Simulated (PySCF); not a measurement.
# Ru: excitation energy in aug-cc-pVTZ-DK

Each state of ruthenium is computed at each level; their differences give the excitation energy. How far do the methods differ?

Method: unrestricted determinants in a Gaussian basis, no spin-orbit coupling in the energies. Code: PySCF 2.14.0.

## 1. Starting point

- Element: ruthenium (Z = 44)
- Basis: aug-cc-pVTZ-DK (9s8p6d3f2g, 102 functions)
- Hamiltonian: scalar relativity by spin-free X2C-1e
- State 1: Ru: [Kr] 4d7 5p1, one real determinant (an excited configuration)
- Needed too, but not shown: Ru [Kr] 4d7 5s1 (5F)
- Methods: CCSD(T)
- Core shells frozen in the correlated runs: valence: [Kr] (for Ru)

Outer shells as boxes (Hund's rule):

Ru [Kr] 4d7 5p1
```
[Kr] core
4d [↑↓][↑↓][↑ ][↑ ][↑ ]
5p [↑ ][  ][  ]
```

One driver process ran all states and methods and kept the integrals in memory. Each run is shown as a PySCF script that sums up its settings (the driver passes frozen orbitals as a list and adds second-order terms of double hybrids); the logs are those of the runs themselves. The driver starts from symmetry-adapted Hartree-Fock orbitals, holds the occupation by maximum overlap and uses a logarithmic radial grid for functionals, so a plain start would take other cycles.

The integrals over 102 functions and the set-up took 15 s of CPU time.

## 2. Ru [Kr] 4d7 5p1, at CCSD(T) (valence)

Level: CCSD(T) (valence).

Contents of input.py:

```python
from pyscf import gto, scf, dft, mp, cc
import basis_set_exchange as bse
mol = gto.M(atom="Ru 0 0 0", charge=0, spin=4, symmetry="D2h",
            basis=gto.basis.parse(bse.get_basis("aug-cc-pVTZ-DK", elements=["Ru"], fmt="nwchem")),
            nucmod="G")
mf = scf.UHF(mol).sfx2c1e()
mf.irrep_nelec = {'Ag': (8, 7), 'B1g': (2, 2), 'B2g': (2, 1), 'B3g': (2, 1), 'B1u': (3, 3), 'B2u': (4, 3), 'B3u': (3, 3)}
mf.kernel()
mycc = cc.CCSD(mf, frozen=18).run()
mycc.ccsd_t()
```

Before running it: what results should come out?

As calculated:

```
                            quantity                                  value
excitation energy, Ru → [Kr] 4d7 5p1  UHF 2.966, CCSD(T) (valence) 3.355 eV
```

Each level's miss (mean over 1 difference):

| method | mean absolute miss against CCSD(T) (valence) (eV) |
| --- | --- |
| UHF | 0.389 |
| MP2 (valence) | 0.090 |
| SCS-MP2 (valence) | 0.042 |
| CCSD (valence) | 0.010 |
| CCSD(T) (valence) | 0.000 |

The methods span 0.479 eV, from UHF (2.966) to MP2 (valence) (3.445). No reference value is at hand in this session. The basis is finite, and no extrapolation was made.
